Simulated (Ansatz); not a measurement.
# Yb4Mg: the cost of one run

Program: Ansatz 0.2.0. Level of theory: DFT PBE, scalar-relativistic, plane waves, PAW. These are calculated values, not measurements.

## (1) Starting point

Symmetry: Pm-3m, No. 221, cubic system. The conventional cell has a = 4.696 Å, b = 4.696 Å, c = 4.696 Å, α = 90.00°, β = 90.00°, γ = 90.00°. Yb (site symmetry m-3m) has 6 Yb at 2.35 Å as nearest neighbours. Yb (site symmetry 4/mmm) is surrounded by 2 Yb at 2.35 Å. Mg (site symmetry m-3m) is surrounded by 12 Yb at 3.32 Å.

Structure file:

```
CELL_PARAMETERS angstrom
4.69560 0.00000 0.00000
0.00000 4.69560 0.00000
0.00000 0.00000 4.69560
ATOMIC_POSITIONS crystal
Yb 0.50000 0.50000 0.50000
Yb 0.00000 0.50000 0.50000
Yb 0.50000 0.00000 0.50000
Yb 0.50000 0.50000 0.00000
Mg 0.00000 0.00000 0.00000
```

Recipe of the guess: species swapped into a database cell of Mn4N (Pm-3m, No. 221). Its size is a rough estimate.

## (2) The guess as it stands, on a coarse mesh

input.yaml reads:

```yaml
crystal:
  lattice:
    - [4.69560226, 0.0, 0.0]
    - [0.0, 4.69560226, 0.0]
    - [0.0, 0.0, 4.69560226]
  atoms:
    - { symbol: Yb, position: [0.5, 0.5, 0.5] }
    - { symbol: Yb, position: [0.0, 0.5, 0.5] }
    - { symbol: Yb, position: [0.5, 0.0, 0.5] }
    - { symbol: Yb, position: [0.5, 0.5, 0.0] }
    - { symbol: Mg, position: [0.0, 0.0, 0.0] }
basis:
  ecutwfc: 420
kpoints:
  mp_grid: { grid: [4, 4, 4] }
hamiltonian:
  xc: pbe
scf:
  occupations: { method: gaussian, width: 0.1 }
  lower_state_search: "off"
output:
  forces: true
  stress: true
  eigenvalues: true
```

On the command line:

```console
$ ansatz run input.yaml --threads 1 --pin off --max-ram 2560MiB --backend cpu --events-out ev --progress --plain --runs-dir out
```

What time and memory should one allow on 1 thread of Arm Neoverse V2, shared host?

About 8.4 s, with a peak of 0.37 GiB.
